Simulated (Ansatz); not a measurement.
This script drives Ansatz 0.2.0, Python API.

Input file `b2h6si2.xyz`:
```text
10

Si   -1.16310    1.07170   -1.02680
B    -0.01690   -0.10410   -0.12370
B     0.25540   -1.73460    0.50670
Si    1.51760   -0.34700    1.01130
H    -1.98120    0.36840   -2.06490
H    -2.12980    1.73800   -0.06410
H    -0.39900    2.17360   -1.69170
H    -0.01190   -2.84530    0.62120
H     1.25190    0.10240    2.44530
H     2.75990   -0.47420    0.38950
```

`b2h6si2.py`:
```python
"""Dipole of B2H6Si2 in the field of point charges."""

import warnings

import ansatz as az
import numpy as np

warnings.simplefilter("ignore", az.DeckWarning)

system = az.Crystal.molecule_from_extxyz("b2h6si2.xyz")

job = (
    system.calculation()
    .basis(gaussian="def2-SVPD")
    .correlation("mp2")
    .forces()
)
# charges +q and -q at -R and +R make a nearly even field 2 k q / R^2 at the centre
centre = np.mean([site.position_ang for site in system.cartesian_sites], axis=0)
field = 2 * 14.399645 * 3.0 / 25.0 ** 2


def dipole(axis, sign):
    arm = 25.0 * np.eye(3)[axis]
    pair = [{"charge": sign * 3.0, "position_ang": (centre - arm).tolist()}, {"charge": -sign * 3.0, "position_ang": (centre + arm).tolist()}]
    deck = job.input().set(az.key.basis.gaussian.point_charges, pair)
    return np.array(az.Session.from_dict(deck).plan().execute().report["charge_distribution"]["dipole_moment_e_ang"])


print(f"field {field:.4f} V/A")
alpha = np.array([(dipole(axis, 1) - dipole(axis, -1)) / (2 * field) * 14.399645 for axis in range(3)])
print("polarisability tensor (A^3)")
print(np.array2string(alpha, precision=3, suppress_small=True))
print(f"mean {np.trace(alpha) / 3:.3f} A^3 = {np.trace(alpha) / 3 / 0.14818471:.2f} bohr^3")
```

It is started by `python b2h6si2.py`. Estimate its wall time and peak memory on 1 thread of Arm Neoverse V2, on a shared host.

It took about 48 s, with a peak of 0.46 GiB, for 6 runs of the engine.

```console
$ python b2h6si2.py
field 0.1382 V/A
polarisability tensor (A^3)
[[13.666 -0.719  2.353]
 [-0.692 13.15  -0.998]
 [ 2.367 -0.974 12.204]]
mean 13.007 A^3 = 87.77 bohr^3
```

The geometry is a force-field or estimated start, not a minimum of this method, and the basis set is short of its limit. The field of two point charges is only nearly even.

(Lines on the test bed's own set-up are left out of the output.)
